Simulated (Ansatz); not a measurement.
**C2H8GeO2S: geometry optimisation**

Aim: relax C2H8GeO2S from a cheap starting geometry.

The runs use Ansatz 0.2.0, Gaussian basis; RKS PBE0-D4/def2-TZVP.

The runs, in order: relaxation at PBE0-D4/def2-TZVP.

1 further run of the same task is left out (set aside as unsound or not needed).

## (1) The system as given

SMILES `C[O][GeH]([SH])[O]C`, 14 atoms, charge 0, spin multiplicity 1.

Atoms are counted from 1 here; the program's logs count them from 0.

Bond lengths: C1–O2 1.413 Å, C1–H7 1.092 Å, C1–H8 1.092 Å, C1–H9 1.091 Å, O2–Ge3 1.782 Å, Ge3–S4 2.199 Å, Ge3–O5 1.757 Å, Ge3–H10 1.511 Å, S4–H11 1.324 Å, O5–C6 1.414 Å, C6–H12 1.091 Å, C6–H13 1.092 Å, C6–H14 1.093 Å. Angles: O2–C1–H7 111.4°, O2–C1–H8 111.5°, O2–C1–H9 106.6°, H7–C1–H8 108.7°, H7–C1–H9 109.3°, H8–C1–H9 109.3°, C1–O2–Ge3 124.8°, O2–Ge3–S4 101.1°, O2–Ge3–O5 111.9°, O2–Ge3–H10 112.3°, S4–Ge3–O5 113.9°, S4–Ge3–H10 120.7°, O5–Ge3–H10 97.5°, Ge3–S4–H11 92.3°, Ge3–O5–C6 128.0°, O5–C6–H12 106.8°, O5–C6–H13 111.3°, O5–C6–H14 111.4° and more.

As a file:

```tsv
atom	x (Å)	y (Å)	z (Å)
C1	-1.86791	0.39651	-1.14902
O2	-0.50413	0.76562	-1.12216
Ge3	0.84100	-0.33789	-0.73863
S4	2.54265	1.05564	-0.72656
O5	0.59134	-1.16978	0.78916
C6	0.59626	-0.61953	2.09199
H7	-2.06233	-0.35213	-1.91998
H8	-2.19447	-0.00014	-0.18489
H9	-2.43158	1.30256	-1.37663
H10	0.85163	-1.55901	-1.62816
H11	1.84947	1.99244	-1.35512
H12	0.48942	-1.45361	2.78673
H13	1.53288	-0.09696	2.29941
H14	-0.23423	0.07627	2.23385
```

The start is a GFN2-xTB geometry.

## (2) Optimising with PBE0-D4/def2-TZVP

in.yaml

```yaml
crystal:
  periodic: [false, false, false]
  atoms:
    - {symbol: C, position_ang: [-1.867910, 0.396510, -1.149020]}
    - {symbol: O, position_ang: [-0.504130, 0.765620, -1.122160]}
    - {symbol: Ge, position_ang: [0.841000, -0.337890, -0.738630]}
    - {symbol: S, position_ang: [2.542650, 1.055640, -0.726560]}
    - {symbol: O, position_ang: [0.591340, -1.169780, 0.789160]}
    - {symbol: C, position_ang: [0.596260, -0.619530, 2.091990]}
    - {symbol: H, position_ang: [-2.062330, -0.352130, -1.919980]}
    - {symbol: H, position_ang: [-2.194470, -0.000140, -0.184890]}
    - {symbol: H, position_ang: [-2.431580, 1.302560, -1.376630]}
    - {symbol: H, position_ang: [0.851630, -1.559010, -1.628160]}
    - {symbol: H, position_ang: [1.849470, 1.992440, -1.355120]}
    - {symbol: H, position_ang: [0.489420, -1.453610, 2.786730]}
    - {symbol: H, position_ang: [1.532880, -0.096960, 2.299410]}
    - {symbol: H, position_ang: [-0.234230, 0.076270, 2.233850]}
basis:
  gaussian: {orbitals: def2-TZVP}
hamiltonian: {xc: pbe0, dispersion: d4}
relax: {f_tol: 0.005, max_steps: 150}
```

Started as:

```
$ ansatz run in.yaml --threads 2 --pin off --events-out ev --progress --plain --max-ram 32768MiB --backend cuda --devices 0, --max-vram 18GiB
```

Q: Predict the results of all the runs planned. Wanted: point group; shift from the start; total energy; dispersion term; dipole moment.

The runs gave:

| quantity | value |
| --- | --- |
| point group | C1 |
| steps | 16 |
| shift from the start (rms) | 0.245 Å |
| total energy | -73638.8267 eV |
| dispersion term | -289 meV |
| dipole moment | 1.36 D |

In words: The relaxed geometry lies 0.25 Å (rms) from the start; the bond that changed most is Ge3–H10, from 1.511 to 1.532 Å. No vibrations were run, so it is not proven to be a minimum. The largest Mulliken charge, +0.62 e, sits on Ge3.
